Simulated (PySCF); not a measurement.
**C₄H₆SSi: electronic excitations and core binding energies**

Wanted: the electronic excitations and core binding energies of C₄H₆SSi (`[SiH3]C#C[C@@H]1CS1`), by calculation.

Programs: PySCF 2.14.0, with density-fitted response routines of our own. Each step states its level of theory. These are calculated values for one molecule in the gas phase, unless marked as measured. Atoms count from 0, in the outputs and in this text.

## Step 1: The molecule as given

12 atoms, charge 0, multiplicity 1; geometry from: GFN2-xTB.

Bonds of the start (Å): Si0–C1 1.85, C1–C2 1.21, C2–C3 1.42, C3–C4 1.49, C4–S5 1.80, S5–C3 1.83, Si0–H6 1.47, Si0–H7 1.46, Si0–H8 1.46, C3–H9 1.09, C4–H10 1.08, C4–H11 1.08.

## Step 2: TDDFT and polarisability: CAM-B3LYP/def2-SVPD

Job settings and geometry (Å):

```
{"job": {"kind": "uv", "xc": "CAM-B3LYP", "basis": "def2-SVPD", "nstates": 8, "ntriplets": 3}, "charge": 0, "multiplicity": 1}
Si     2.873002     0.160489     0.110017
C      1.048207    -0.038399    -0.099614
C     -0.144554    -0.161594    -0.239066
C     -1.552518    -0.324147    -0.367277
C     -2.463289     0.244934     0.662370
S     -2.358176    -1.549640     0.726654
H      3.149941     1.588541     0.285692
H      3.268081    -0.597670     1.297768
H      3.528557    -0.354532    -1.093419
H     -1.913921    -0.372087    -1.390725
H     -3.416917     0.643940     0.342401
H     -2.017215     0.759478     1.503892
```

With the program's defaults for keys left out, this is: TDDFT CAM-B3LYP/def2-SVPD, vertical, gas phase, core orbitals frozen in the response.

The run is started by

```sh
$ OMP_NUM_THREADS=1 python probes_run.py task.json out
```

One launch serves the whole session: the jobs run in the order shown.

**Question.** This job is followed by: delta-SCF UKS SCAN, pcX-2 on the ionised atom, pcseg-1 elsewhere, spin-free X2C. What will the session give for the following? lowest singlet (CAM-B3LYP/def2-SVPD); brightest single state of those computed; lowest triplet; C1s binding energies, SCAN/pcX-2; Si1s binding energies, SCAN/pcX-2; Si2p binding energies, SCAN/pcX-2; S1s binding energies, SCAN/pcX-2; S2p binding energies, SCAN/pcX-2.

The runs gave:

| quantity | value |
| --- | --- |
| lowest singlet (CAM-B3LYP/def2-SVPD) | 4.49 eV (276 nm), f = 0.006 |
| brightest single state of those computed | state 3, 5.87 eV, f = 0.060 |
| lowest triplet | 4.00 eV |
| C1s binding energies, SCAN/pcX-2 | C3 292.32, C4 291.66, C2 290.43, C1 289.68 eV |
| Si1s binding energies, SCAN/pcX-2 | Si0 1846.87 eV |
| Si2p binding energies, SCAN/pcX-2 | Si0 107.28 eV |
| S1s binding energies, SCAN/pcX-2 | S5 2476.84 eV |
| S2p binding energies, SCAN/pcX-2 | S5 169.50 eV |

The first singlet state (HOMO→LUMO 0.86) lies at 4.49 eV and is weak; of the 8 states computed, the strongest absorption comes from states 3 to 4 together at 5.87 eV. The lowest triplet lies 0.49 eV below the lowest singlet (triplets in Tamm-Dancoff, singlets in full TDDFT). C3 (thiirane ring carbon) binds its C1s electron 2.64 eV more tightly than C1 (alkyne carbon).
